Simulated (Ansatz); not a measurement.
# ZrH2 (triplet): from Hartree-Fock to the top rungs, def2-TZVPP

One table from this session's results is given with a row withheld; the runs are named, their logs left out.

Program: Ansatz 0.2.0, Gaussian basis. Level of theory: def2-TZVPP, core rule «outside noble gas», up to 4 orbitals frozen. These are calculated values, not measurements.

Plan: UHF; ROHF; CCSD(T) on UHF.

2 further runs of the same task are left out: 2 set aside as unsound or not needed.

## What is computed

The geometry is a PBE0/def2-TZVP stationary point (not a proven minimum). No spin-orbit coupling is included. Elements past krypton take def2 core potentials.

3 atoms, charge 0, spin multiplicity 3.

Atoms are counted from 1 here; the program's logs count them from 0.

Bond lengths: Zr1–H2 1.963 Å, Zr1–H3 1.963 Å. Angles: H2–Zr1–H3 180.0°.

Coordinates:

```csv
atom,x (Å),y (Å),z (Å)
Zr1,0.0000,0.0000,0.0000
H2,0.0000,0.0000,-1.9633
H3,0.0000,0.0000,1.9633
```

Set-up of the first run:

Input file in.yaml:

```yaml
crystal:
  periodic: [false, false, false]
  atoms:
    - {symbol: Zr, position_ang: [0.000000, 0.000000, 0.000000]}
    - {symbol: H, position_ang: [0.000000, 0.000000, -1.963300]}
    - {symbol: H, position_ang: [0.000000, 0.000000, 1.963300]}
basis:
  gaussian: {orbitals: def2-TZVPP}
magnetization: {spin_polarized: true, initial_magnetization: 2}
hamiltonian: {xc: hf}
output: {orbitals: {seedname: orbitals}}
```

Started as:

```bash
$ ansatz run in.yaml --threads 1 --pin off --events-out ev --progress --plain --max-ram 4096MiB --backend cpu
```

Steps of the session up to this table: UHF; ROHF; CCSD(T) on UHF.

One table of the session follows, with a row left open; its other results are not shown here.

| method | from UCCSD(T) (meV) |
| --- | --- |
| ROHF | +2723.9 |
| UHF | +2601.6 |
| UMP2 | ? |
| UCCSD | +50.4 |
| UCCSD(T) | 0 |

**Question.** Estimate the row for UMP2.

**Answer.** from UCCSD(T) (meV): +578.3. In the column «from UCCSD(T) (meV)» it lies between UCCSD (+50.4) and UHF (+2601.6).

With the free atoms at the same levels and basis (separate runs), the atomisation energy is 5.195 eV at UCCSD(T), 4.258 eV at ROHF.
